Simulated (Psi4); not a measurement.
# CH5In (SMILES [CH3][InH2]) at B97-D3(BJ)/def2-SV(P) (density fitting, core potential)

Aim: the electrostatic solvation energy at fixed shape (IEF-PCM, benzene) of CH5In at B97-D3(BJ)/def2-SV(P) (density fitting, core potential), from 2 runs. 

The calculation is run with Psi4 1.11.

4 further runs of the same task are left out: 4 set aside as unsound or not needed.

## 1. The system as given

The species is CH5In (7 atoms), meant as a singlet with charge 0. SMILES: `[CH3][InH2]`. Geometry: relaxed at PBE0-D4/def2-TZVP.

Bond lengths: C1–In2 2.153 Å, C1–H3 1.090 Å, C1–H4 1.093 Å, C1–H5 1.091 Å, In2–H6 1.730 Å, In2–H7 1.731 Å. Angles: C1–In2–H6 120.8°, C1–In2–H7 120.0°, In2–C1–H3 111.6°, In2–C1–H4 109.1°, In2–C1–H5 110.7°, H6–In2–H7 119.3°, H3–C1–H4 108.3°, H3–C1–H5 109.4°, H4–C1–H5 107.6°.

## 2. A single-point energy at B97-D3(BJ)/def2-SV(P) (density fitting, core potential)

Contents of ch5in.xyz:

```xyz
7
CH5In
C     -0.528500    -0.700600    -0.498600
In     0.594300     0.783800     0.584000
H     -1.415600    -1.012400     0.052500
H     -0.848300    -0.280000    -1.455900
H      0.091200    -1.573000    -0.712000
H     -0.133500     1.677000     1.874900
H      2.240400     1.105200     0.155100
```

Contents of run.py:

```python
import numpy as np
from ase.calculators.psi4 import Psi4
from ase.io import read

a = read('ch5in.xyz')
calc = Psi4(atoms=a, method='b97-d3bj', basis='def2-SV(P)', memory='1600MB', num_threads=1, charge=0, multiplicity=1, label='psi4-calc')
a.calc = calc

print(f'energy: {a.get_potential_energy():.6f} eV')
```

Started as:

```
$ python run.py
```

psi4-calc.dat:

```text
[...]
    !!!  WARNING: ECP capability is in beta. Please check occupations closely.  !!!
[...]
  Running in c1 symmetry.
[...]
  Nuclear repulsion =   68.516881916351011
[...]
  Multiplicity = 1
[...]
  Nalpha       = 16
  Nbeta        = 16
[...]
    Number of basis functions: 50
[...]
   @DF-RKS iter   1:  -231.13751681933945   -7.38960e-01   1.65492e-02 DIIS/ADIIS
[...]
   @DF-RKS iter   8:  -231.52196556681272   -2.39670e-08   5.94987e-07 DIIS
[...]
    Orbital Energies [Eh]
    ---------------------
    Doubly Occupied:
       1A     -9.893706     2A     -4.493906     3A     -2.942406
       4A     -2.929164     5A     -2.928218     6A     -0.704540
       7A     -0.695864     8A     -0.695758     9A     -0.694805
      10A     -0.692392    11A     -0.599127    12A     -0.370504
      13A     -0.351229    14A     -0.349732    15A     -0.244802
      16A     -0.232409
[...]
  @DF-RKS Final Energy:  -231.52196556681272
   => Energetics <=
    Nuclear Repulsion Energy =             68.5168819163510108
    One-Electron Energy =                -525.4342732889826948
    Two-Electron Energy =                 249.7377657518064495
    DFT Exchange-Correlation Energy =     -24.3336662624383351
    Empirical Dispersion Energy =          -0.0086736835491474
    VV10 Nonlocal Energy =                  0.0000000000000000
    Total Energy =                       -231.5219655668127245
[...]
 Multipole Moments:
 ------------------------------------------------------------------------------------
     Multipole            Electronic (a.u.)      Nuclear  (a.u.)        Total (a.u.)
 ------------------------------------------------------------------------------------
 L = 1.  Multiply by 2.5417464519 to convert [e a0] to [Debye]
 Dipole X            :         10.7336012          -10.8923140           -0.1587128
 Dipole Y            :         14.1759423          -14.3812605           -0.2053182
 Dipole Z            :         10.4578850          -10.6120548           -0.1541697
 Magnitude           :                                                    0.3018503
[...]
```

The script printed:

```text
energy: -6300.033578 eV
```

It took 4.5 s on 1 thread of Intel Xeon 6975P-C (Granite Rapids), shared host; peak memory 0.44 GiB.

## 3. The energy at B97-D3(BJ)/def2-SV(P) (density fitting, core potential, IEF-PCM benzene)

ch5in.xyz is that of step 2.

Contents of job.py:

```python
import psi4

psi4.set_memory('1600 MB')
psi4.set_num_threads(1)
psi4.core.set_output_file('output.dat', False)

with open('ch5in.xyz') as f:
    atoms = ''.join(f.readlines()[2:])
mol = psi4.geometry('0 1\n' + atoms + 'symmetry c1')

psi4.set_options({
    'basis': 'def2-SV(P)',
    'pcm': True,
})
psi4.pcm_helper("""
  Units = Angstrom
  Medium {
    SolverType = IEFPCM
    Solvent = Benzene
  }
  Cavity {
    Type = GePol
    RadiiSet = UFF
    Scaling = False
    Area = 0.3
    Mode = Implicit
  }
""")

e_tot, wfn = psi4.energy('b97-d3bj', return_wfn=True)
print(f'b97-d3bj energy: {e_tot:.10f} Eh')
```

Started as:

```
$ python job.py
```

output.dat:

```text
[...]
    !!!  WARNING: ECP capability is in beta. Please check occupations closely.  !!!
[...]
  Running in c1 symmetry.
[...]
  Nuclear repulsion =   68.516881916351011
[...]
  Multiplicity = 1
[...]
  Nalpha       = 16
  Nbeta        = 16
[...]
    Number of basis functions: 50
[...]
   @DF-RKS iter   1:  -231.14222733248883   -7.38022e-01   1.64773e-02 ADIIS/DIIS
[...]
   @DF-RKS iter   8:  -231.52442272228279   -1.14796e-08   4.83541e-07 DIIS
[...]
    Orbital Energies [Eh]
    ---------------------
    Doubly Occupied:
       1A     -9.889799     2A     -4.490279     3A     -2.938439
       4A     -2.925791     5A     -2.924719     6A     -0.700477
       7A     -0.692044     8A     -0.691880     9A     -0.691419
      10A     -0.689105    11A     -0.595287    12A     -0.366975
      13A     -0.347562    14A     -0.345421    15A     -0.243628
      16A     -0.229247
[...]
  @DF-RKS Final Energy:  -231.52442272228279
   => Energetics <=
    Nuclear Repulsion Energy =             68.5168819163510108
    One-Electron Energy =                -525.3571250124269909
    Two-Electron Energy =                 249.6620025221533297
    DFT Exchange-Correlation Energy =     -24.3349044774164902
    Empirical Dispersion Energy =          -0.0086736835491474
    VV10 Nonlocal Energy =                  0.0000000000000000
    PCM Polarization Energy =              -0.0026039873944819
    Total Energy =                       -231.5244227222827931
[...]
 Multipole Moments:
 ------------------------------------------------------------------------------------
     Multipole            Electronic (a.u.)      Nuclear  (a.u.)        Total (a.u.)
 ------------------------------------------------------------------------------------
 L = 1.  Multiply by 2.5417464519 to convert [e a0] to [Debye]
 Dipole X            :         10.7128628          -10.8923140           -0.1794512
 Dipole Y            :         14.1498553          -14.3812605           -0.2314052
 Dipole Z            :         10.4373185          -10.6120548           -0.1747363
 Magnitude           :                                                    0.3410042
[...]
```

On the terminal:

```text
b97-d3bj energy: -231.5244227223 Eh
```

Wall time 5.1 s (1 thread of Intel Xeon 6975P-C (Granite Rapids), shared host); peak memory 0.44 GiB.

## 4. Results

At B97-D3(BJ)/def2-SV(P) (density fitting, core potential):

| quantity | value |
| --- | --- |
| gas phase: total energy | -231.52197 Eh |
| gas phase: dipole moment | 0.77 D |
| gas phase: HOMO energy | -6.32 eV |
| gas phase: LUMO energy | -2.13 eV |
| gas phase: HOMO–LUMO gap | 4.19 eV |
| gas phase: dispersion energy | -22.77 kJ/mol |
| IEF-PCM, benzene: total energy | -231.52442 Eh |
| IEF-PCM, benzene: dipole moment | 0.87 D |
| IEF-PCM, benzene: HOMO energy | -6.24 eV |
| IEF-PCM, benzene: LUMO energy | -1.90 eV |
| IEF-PCM, benzene: HOMO–LUMO gap | 4.34 eV |
| IEF-PCM, benzene: dispersion energy | -22.77 kJ/mol |
| IEF-PCM, benzene: solvent term in the energy | -6.8 kJ/mol |
| energy change from gas to solvent at fixed shape | -0.067 eV |

The solvent model (IEF-PCM, benzene) lowers the energy by 0.07 eV (−6.5 kJ/mol) at the same shape. It holds the electrostatic part alone, without cavity or dispersion terms.
